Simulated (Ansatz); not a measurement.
# C₂H₆Cl₂FHfN: small, medium and large basis sets

The task here is to estimate one member of a computed series from the others.

Program: Ansatz 0.2.0, Gaussian basis. Level of theory: one geometry, several basis sets. These are calculated values, not measurements.

Plan: PBE0-D4/def2-SVP; ωB97M-V/def2-SVP; PBE0-D4/def2-QZVPP; ωB97M-V/def2-QZVPP; the functionals' def2-TZVPP values are taken from earlier runs.

## The relaxed structure

All runs share one geometry, relaxed beforehand with PBE0-D4 in a triple-zeta def2 set. Hf takes the def2 core potential; no spin-orbit term is included.

13 atoms, charge 0, spin multiplicity 1.

Atoms are counted from 1 here; the program's logs count them from 0.

Bond lengths: C1–N2 1.448 Å, C1–H8 1.097 Å, C1–H9 1.097 Å, C1–H10 1.097 Å, N2–C3 1.443 Å, N2–Hf4 1.989 Å, C3–H11 1.098 Å, C3–H12 1.098 Å, C3–H13 1.092 Å, Hf4–F5 1.897 Å, Hf4–Cl6 2.358 Å, Hf4–Cl7 2.357 Å. Angles: N2–C1–H8 111.3°, N2–C1–H9 111.3°, N2–C1–H10 111.2°, H8–C1–H9 108.6°, H8–C1–H10 107.1°, H9–C1–H10 107.1°, C1–N2–C3 113.7°, C1–N2–Hf4 116.0°, C3–N2–Hf4 130.2°, N2–C3–H11 111.1°, N2–C3–H12 111.1°, N2–C3–H13 110.7°, H11–C3–H12 107.7°, H11–C3–H13 108.0°, H12–C3–H13 108.0°, N2–Hf4–F5 106.2°, N2–Hf4–Cl6 107.4°, N2–Hf4–Cl7 107.4° and more.

The first run:

in.yaml reads:

```yaml
crystal:
  periodic: [false, false, false]
  atoms:
    - {symbol: C, position_ang: [0.236168, 0.129918, 1.417518]}
    - {symbol: N, position_ang: [0.064962, -0.201812, 0.018306]}
    - {symbol: C, position_ang: [0.420090, -1.563306, -0.303102]}
    - {symbol: Hf, position_ang: [-0.610115, 1.259600, -1.149497]}
    - {symbol: F, position_ang: [-0.727485, 0.528468, -2.895462]}
    - {symbol: Cl, position_ang: [-2.708149, 1.926378, -0.305561]}
    - {symbol: Cl, position_ang: [0.931396, 3.038298, -1.016385]}
    - {symbol: H, position_ang: [-0.393550, -0.501360, 2.056664]}
    - {symbol: H, position_ang: [1.281194, 0.012537, 1.730163]}
    - {symbol: H, position_ang: [-0.044987, 1.171811, 1.615331]}
    - {symbol: H, position_ang: [1.472005, -1.764664, -0.062949]}
    - {symbol: H, position_ang: [-0.194475, -2.275901, 0.261995]}
    - {symbol: H, position_ang: [0.272968, -1.759976, -1.367021]}
basis:
  gaussian: {orbitals: def2-SVP}
hamiltonian: {xc: pbe0, dispersion: d4}
output: {orbitals: {seedname: orbitals}}
```

The run is started by

```
ansatz run in.yaml --threads 2 --pin off --events-out ev --progress --plain --max-ram 22528MiB --backend cpu
```

Steps of the session up to this table: PBE0-D4 in def2-SVP; ωB97M-V in def2-SVP; PBE0-D4 in def2-QZVPP; ωB97M-V in def2-QZVPP.

One table of the session follows, with a row left open; its other results are not shown here.

| functional | basis | HOMO (eV) |
| --- | --- | --- |
| PBE0-D4 | def2-SVP | -7.26 |
| PBE0-D4 | def2-TZVPP | -7.25 |
| PBE0-D4 | def2-QZVPP | ? |
| ωB97M-V | def2-SVP | -9.47 |
| ωB97M-V | def2-TZVPP | -9.47 |
| ωB97M-V | def2-QZVPP | -9.50 |

Estimate the missing values for PBE0-D4, def2-QZVPP.

The run gave: HOMO (eV): -7.27. In the column «HOMO (eV)» it lies between ωB97M-V, def2-TZVPP (-9.47) and PBE0-D4, def2-SVP (-7.26).
